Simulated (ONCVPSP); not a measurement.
# Pseudopotential generation for W: ONCV, PBEsol

Do these settings give a usable potential? It is generated, then checked for transferability, scattering, ghosts and hardness.

The numbers are computed with ONCVPSP 4.0.1.1 (patched build) (PBEsol, scalar-relativistic, spin-unpolarised reference atom).

### 1 Settings

Typed settings, in words:

```json
{
  "element": "tungsten (W, Z = 74)",
  "type": "optimised norm-conserving Vanderbilt (ONCV)",
  "frozen core": "[Xe] 4f14",
  "valence charge": "6",
  "reference configuration": "5d4 6s1 6p1",
  "partial waves": "6s: rc 2.75 bohr, ncon 4, nbas 9, qcut 2.1 1/bohr, 1 projector; 6p: rc 2.80 bohr, ncon 4, nbas 7, qcut 3.1 1/bohr, 1 projector; 5d: rc 1.55 bohr, ncon 5, nbas 8, qcut 6.1 1/bohr, 1 projector; f scattering state at 0.04 Ha: rc 2.25 bohr, ncon 4, nbas 7, qcut 5.6 1/bohr, 2 projectors, debl 2 Ha",
  "local potential": "polynomial inside 1.40 bohr (lpopt 1, dvloc0 -1 Ha)",
  "core correction": "Teter function, fcfact 3.75, rcfact 1.6"
}
```

The nodes and maxima of the atom's own shells, from an earlier all-electron run, set the scale for the radii.

All-electron outer shells of the reference configuration (PBEsol, scalar-relativistic, ld1.x):

| shell | level (eV) | outermost node (bohr) | outermost maximum (bohr) |
| --- | --- | --- | --- |
| 5p | -44.83 | 0.57 | 1.09 |
| 4f | -34.84 | – | 0.43 |
| 6s | -6.79 | 1.28 | 2.61 |
| 5d | -5.93 | 0.63 | 1.49 |
| 6p | -2.12 | 1.53 | 3.61 |

### 2 The generation run

Input file W.dat:

```
# ATOM AND REFERENCE CONFIGURATION
# atsym  z   nc   nv     iexc    psfile
  W 74.00   12    3  -116133      upf
#
#   n    l    f
    1    0    2.00
    2    0    2.00
    2    1    6.00
    3    0    2.00
    3    1    6.00
    3    2   10.00
    4    0    2.00
    4    1    6.00
    4    2   10.00
    4    3   14.00
    5    0    2.00
    5    1    6.00
    5    2    4.00
    6    0    1.00
    6    1    1.00
#
# PSEUDOPOTENTIAL AND OPTIMIZATION
# lmax
    3
#
#   l,   rc,      ep,       ncon, nbas, qcut
    0    2.75    0.00    4    9    2.10
    1    2.80    0.00    4    7    3.10
    2    1.55    0.00    5    8    6.10
    3    2.25    0.04    4    7    5.60
#
# LOCAL POTENTIAL
# lloc, lpopt,  rc(5),   dvloc0
    4    1    1.40   -1.00
#
# VANDERBILT-KLEINMAN-BYLANDER PROJECTORs
# l, nproj, debl
    0    1    3.20
    1    1    3.70
    2    1    1.60
    3    2    2.00
#
# MODEL CORE CHARGE
# icmod, fcfact, rcfact
    3    3.75    1.60
#
# LOG DERIVATIVE ANALYSIS
# epsh1, epsh2, depsh
   -2.00    5.00    0.02
#
# OUTPUT GRID
# rlmax, drl
    6.00    0.01
#
# TEST CONFIGURATIONS
# ncnf
    4
# nvcnf
#   n    l    f
    3
    5    2    4.00
    6    0    2.00
    6    1    0.00
#
    3
    5    2    4.00
    6    0    1.00
    6    1    0.00
#
    3
    5    2    4.00
    6    0    0.00
    6    1    0.00
#
    3
    5    2    2.00
    6    0    0.00
    6    1    0.00
#
```

The run is started by

```
$ oncvpsp.x < W.dat > W.out
```

What does the calculation give? Wanted: cutoffs for 1 and 0.1 mHa per electron, occupied waves; bound ghosts; GHOST(+) flags; largest test error; largest phase difference near zero energy, channels read; rms error of d²Exc/dn², without and with the model core.

**Answer**, as computed:

```
                                                quantity                                                         value
  cutoffs for 1 and 0.1 mHa per electron, occupied waves                                               14 Ha and 29 Ha
                                            bound ghosts                                s at -94.60 eV, p at -35.41 eV
                                          GHOST(+) flags  none at low energy (1 near or above the test basis's cutoff)
                            largest test error (AE − PS)                   -22 meV, for 5d4 6s1 6p0 (2 tests unsolved)
largest phase difference near zero energy, channels read                                                     0.021 rad
 rms error of d²Exc/dn², without and with the model core                                             5.67 and 2.01 mHa
```

What this shows: A bound ghost (s, p) makes it unfit for use: electrons can fall into a state that the atom doesn't have. The worst unpolarised test, 5d4 6s1 6p0, is off by 22 meV on 4.4 eV; by total energies transferability rates as good where solved. Atomic tests can pass in spite of a ghost, since they solve only for the levels asked. Of the tests 2 gave no usable energy difference, which is a warning in itself. The potential is soft on the atom at that tolerance: the looser tolerance needs 14 Ha. At the looser tolerance the 5d wave is the slowest; 6s needs 8 Ha. Near zero energy the phases of the channels with partial waves agree within 0.021 rad. These are tests on the free atom; a crystal test is still owed.
